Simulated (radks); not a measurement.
# Ni⁴⁺ in [Ar] 3d6: an all-electron calculation

The task here is to estimate one member of a computed series from the others.

Method: scalar-relativistic Kohn-Sham, SCAN, spin-polarised, spherical densities, finite nucleus; open shells are filled with parallel spins first. Code: radks (a radial shooting solver on a logarithmic mesh, Libxc functionals) version 1.

## What is computed

* element: nickel (Z = 28)
* charge: +4
* electrons: 24
* configuration: [Ar] 3d6
* nuclear rms radius: 3.7757 fm

Outer shells as boxes (Hund's rule):

Ni⁴⁺
```
[Ar] core
3d [↑↓][↑ ][↑ ][↑ ][↑ ]
```

Set-up of the first run:

The run's settings:

```text
Z 28
configuration [Ar] 3d6 4s0 4p0
relativity scalar-relativistic
functional scan,scan
spin polarised
nucleus finite rms 3.7757 fm
c 137.035999084
```

One table of the session follows, with a row left open; its other results are not shown here.

It belongs to the step «Shells». Sizes of the orbitals, from the radial functions (bohr):

| level | <r> | outermost maximum (interpolated) | 90 % within | nodes |
| --- | --- | --- | --- | --- |
| 1s up | 0.05410 | 0.0354 | 0.0966 | 0 |
| 1s down | 0.05410 | 0.0354 | 0.0966 | 0 |
| 2s up | 0.2447 | 0.204 | 0.379 | 1 |
| 2s down | 0.2441 | 0.204 | 0.378 | 1 |
| 2p up | ? | ? | ? | ? |
| 2p down | 0.2149 | 0.165 | 0.351 | 0 |
| 3s up | 0.7259 | 0.635 | 1.08 | 2 |
| 3s down | 0.7307 | 0.637 | 1.09 | 2 |
| 3p up | 0.7541 | 0.641 | 1.15 | 1 |
| 3p down | 0.7614 | 0.644 | 1.17 | 1 |
| 3d up | 0.8281 | 0.606 | 1.37 | 0 |
| 3d down | 0.8550 | 0.615 | 1.42 | 0 |
| 4s up | 1.942 | 1.76 | 2.81 | 3 |
| 4s down | 2.009 | 1.81 | 2.90 | 3 |
| 4p up | 2.188 | 1.97 | 3.19 | 2 |
| 4p down | 2.276 | 2.04 | 3.31 | 2 |

**Question.** Estimate the row for 2p up.

As computed: <r>: 0.2155; outermost maximum (interpolated): 0.165; 90 % within: 0.353; nodes: 0. In the column «<r>» it lies between 2p down (0.2149) and 2s down (0.2441).

Caveats from the session: Open shells are spherical and high-spin; term and fine-structure splittings are not resolved.
